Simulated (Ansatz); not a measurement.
# Be: the cost of one run

Computed with Ansatz 0.2.0 (DFT PBEsol, scalar-relativistic, plane waves, PAW, unless a step's input says otherwise).

### Step 1. Starting point

It takes space group Fm-3m (No. 225, cubic). The conventional cell has a = 3.220 Å, b = 3.220 Å, c = 3.220 Å, α = 90.00°, β = 90.00°, γ = 90.00°. Around Be (site symmetry m-3m) lie 12 Be at 2.28 Å.

Structure file:

```
Be
1.0
     0.00000    1.60991    1.60991
     1.60991    0.00000    1.60991
     1.60991    1.60991    0.00000
Be
1
Direct
  0.00000 0.00000 0.00000
```

This is candidate A: fcc type (Fm-3m, No. 225).

(A quick probe on a coarse mesh, which set the mesh and smearing, is not shown.)

### Step 3. A loose first relaxation (candidate A)

The input, input.yaml:

```yaml
crystal:
  lattice:
    - [0.0, 1.6099113732, 1.6099113732]
    - [1.6099113732, 0.0, 1.6099113732]
    - [1.6099113732, 1.6099113732, 0.0]
  atoms:
    - { symbol: Be, position: [0.0, 0.0, 0.0] }
basis:
  ecutwfc: 420
kpoints:
  mp_grid: { grid: [10, 10, 10] }
hamiltonian:
  xc: pbesol
scf:
  occupations: { method: gaussian, width: 0.1 }
  lower_state_search: "off"
output:
  forces: true
  stress: true
  eigenvalues: true
relax:
  adjacent_minimum: "off"
  f_tol: 0.04
  max_steps: 70
  cell: { stress_tol: 0.4 }
```

Q: Estimate wall time and peak memory on 1 thread of an Arm CPU, shared host.

About 1.6 s, with a peak of 0.24 GiB.
